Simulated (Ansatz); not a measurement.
Set up this calculation in Ansatz 0.2.0, as the native input.

```yaml
Task: atomic charges
Functional: PBE
Potentials_or_basis: Ansatz PAW
Cutoff: "420 eV (not typed: the program's choice for these potentials)"
k_mesh: 4 × 4 × 4
Occupations: fermi-dirac, width 0.05 eV
Spin: collinear spin, ferromagnetic start
Starting_moments: "[0.0, 0.0, 2.0, 2.0, 2.0, 0.0, 0.0, 0.0, 0.0, 0.0, 0.0, 0.0, 0.0, 0.0, 0.0, 0.0, 0.0, 0.0, 0.0, 0.0, 0.0, 0.0] μB"
```

Crystal: Ba2Tl5V3O12.

```
CELL_PARAMETERS angstrom
4.23698 2.44622 6.12840
-4.23698 2.44622 6.12840
0.00000 -4.89244 6.12840
ATOMIC_POSITIONS crystal
Ba 0.50000 0.50000 0.50000
Ba 0.00000 0.00000 0.00000
V 0.50000 0.50000 0.00000
V 0.00000 0.50000 0.50000
V 0.50000 0.00000 0.50000
Tl 0.00000 0.00000 0.50000
Tl 0.50000 0.00000 0.00000
Tl 0.00000 0.50000 0.00000
Tl 0.74045 0.74045 0.74045
Tl 0.25955 0.25955 0.25955
O 0.71652 0.08089 0.41242
O 0.41242 0.71652 0.08089
O 0.08089 0.41242 0.71652
O 0.58757 0.91911 0.28348
O 0.91911 0.28348 0.58757
O 0.28348 0.58757 0.91911
O 0.28348 0.91911 0.58757
O 0.58757 0.28348 0.91911
O 0.91911 0.58757 0.28348
O 0.41242 0.08089 0.71652
O 0.08089 0.71652 0.41242
O 0.71652 0.41242 0.08089
```

The cell was built by a generator and needn't be a form met in nature.

One way to write it, as run:

input.yaml

```yaml
crystal:
  lattice:
    - [4.23698, 2.44622, 6.1284]
    - [-4.23698, 2.44622, 6.1284]
    - [0.0, -4.89244, 6.1284]
  atoms:
    - { symbol: Ba, position: [0.5, 0.5, 0.5] }
    - { symbol: Ba, position: [0.0, 0.0, 0.0] }
    - { symbol: V, position: [0.5, 0.5, 0.0], spin: 2.0 }
    - { symbol: V, position: [0.0, 0.5, 0.5], spin: 2.0 }
    - { symbol: V, position: [0.5, 0.0, 0.5], spin: 2.0 }
    - { symbol: Tl, position: [0.0, 0.0, 0.5] }
    - { symbol: Tl, position: [0.5, 0.0, 0.0] }
    - { symbol: Tl, position: [0.0, 0.5, 0.0] }
    - { symbol: Tl, position: [0.74045, 0.74045, 0.74045] }
    - { symbol: Tl, position: [0.25955, 0.25955, 0.25955] }
    - { symbol: O, position: [0.71652, 0.08089, 0.41242] }
    - { symbol: O, position: [0.41242, 0.71652, 0.08089] }
    - { symbol: O, position: [0.08089, 0.41242, 0.71652] }
    - { symbol: O, position: [0.58757, 0.91911, 0.28348] }
    - { symbol: O, position: [0.91911, 0.28348, 0.58757] }
    - { symbol: O, position: [0.28348, 0.58757, 0.91911] }
    - { symbol: O, position: [0.28348, 0.91911, 0.58757] }
    - { symbol: O, position: [0.58757, 0.28348, 0.91911] }
    - { symbol: O, position: [0.91911, 0.58757, 0.28348] }
    - { symbol: O, position: [0.41242, 0.08089, 0.71652] }
    - { symbol: O, position: [0.08089, 0.71652, 0.41242] }
    - { symbol: O, position: [0.71652, 0.41242, 0.08089] }
hamiltonian:
  xc: pbe
  pseudopotentials: { kind: paw }
magnetization:
  spin_polarized: true
kpoints:
  mp_grid: { grid: [4, 4, 4] }
scf:
  occupations: { method: fermi_dirac, width: 0.05 }
output:
  forces: true
  stress: true
  eigenvalues: true
  bader: true
  populations: true
```

Potentials or basis: Ansatz PAW.

Run with:

```bash
$ ansatz run input.yaml --threads 8 --pin off --max-ram 20480MiB --backend cpu --events-out ev --progress --plain --runs-dir out
```

It gave:

| Property | Result |
| --- | --- |
| Pressure | 0.0 GPa |
| Largest force | 0.017 eV/Å |
| Band gap on the k mesh | none (metal or under the smearing width) |
| Net moment | 1.10 μB per cell |
| Absolute moment | 1.60 μB per cell |
| Site moments | Ba +0.00, -0.00; V +0.23; Tl -0.00, +0.02; O -0.01 μB |
| Bader charges | Ba +1.65; V +1.90; Tl +0.97, +0.22; O -1.03 e |

Caveat: the pressure holds a Pulay correction of +0.4 GPa for the finite cutoff; semilocal functionals often make such compounds metallic where correlation or magnetic order opens a gap, which also shifts bond lengths.

Wall time 39 s on 8 threads of Intel(R) Xeon(R) Platinum 8488C (Sapphire Rapids) (shared host), peak memory 2.7 GiB.
